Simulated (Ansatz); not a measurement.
# BeHgF6: the cost of one run

Computed, not measured: Ansatz 0.2.0, DFT, r2SCAN, no spin polarisation, plane waves, PAW.

**1. The cell**

It takes space group R-3 (No. 148, trigonal). Conventional cell: a = 5.087 Å, b = 5.087 Å, c = 14.150 Å, α = 90.00°, β = 90.00°, γ = 120.00°. F (site symmetry 1) is surrounded by 1 Be at 1.87 Å and 1 Hg at 2.21 Å. Be (site symmetry -3) has 6 F at 1.87 Å as nearest neighbours. Hg (site symmetry -3) has 6 F at 2.21 Å as nearest neighbours.

The coordinates stand in the input below.

It starts from an earlier solution of the starting cell (checkpoint.read).

**2. Relaxing**

input.yaml reads:

```yaml
crystal:
  lattice:
    - [5.086715, 0.0, 0.0]
    - [-2.543358, 4.405226, 0.0]
    - [0.0, -2.936814, 4.716718]
  atoms:
    - { symbol: F, position: [0.2385, 0.857, 0.7855] }
    - { symbol: F, position: [0.9285, 0.167, 0.7855] }
    - { symbol: F, position: [0.6185, 0.547, 0.7855] }
    - { symbol: F, position: [0.7615, 0.143, 0.2145] }
    - { symbol: F, position: [0.0715, 0.833, 0.2145] }
    - { symbol: F, position: [0.3815, 0.453, 0.2145] }
    - { symbol: Be, position: [0.0, 0.0, 0.0] }
    - { symbol: Hg, position: [0.5, 0.0, 0.5] }
  symmetry: { tolerance: 0.0003 }
kpoints:
  mp_grid: { grid: [5, 5, 5], shift: [0, 0, 0] }
magnetization:
  spin_polarized: false
scf:
  occupations: { method: fermi_dirac }
  lower_state_search: "off"
hamiltonian:
  pseudopotentials: { kind: paw }
  xc: r2scan
basis:
  ecutwfc: 500
  fft_grid_basis: typed
relax:
  max_steps: 40
  cell: { p_target: 20.0 }
output:
  forces: true
  stress: true
  eigenvalues: true
  bader: true
  populations: true
  elf: true
  write_potential: true
  volumetric_format: npy
  dos:
    e_range: [-12, 8]
    de: 0.05
    projected: { site_lists: { Be: [Be], F: [F], Hg: [Hg] } }
  write_density: true
checkpoint:
  read: saved_state
```

Launch:

```
$ ansatz run input.yaml --threads 2 --pin off --max-ram 2560MiB --backend cpu --events-out ev --progress --plain --runs-dir out
```

**Question.** How long does this run take on 2 threads of Intel Xeon Platinum 8375C at 2.90GHz (Ice Lake), shared host, and how much memory does it need?

About 2.1 min, with a peak of 0.83 GiB.
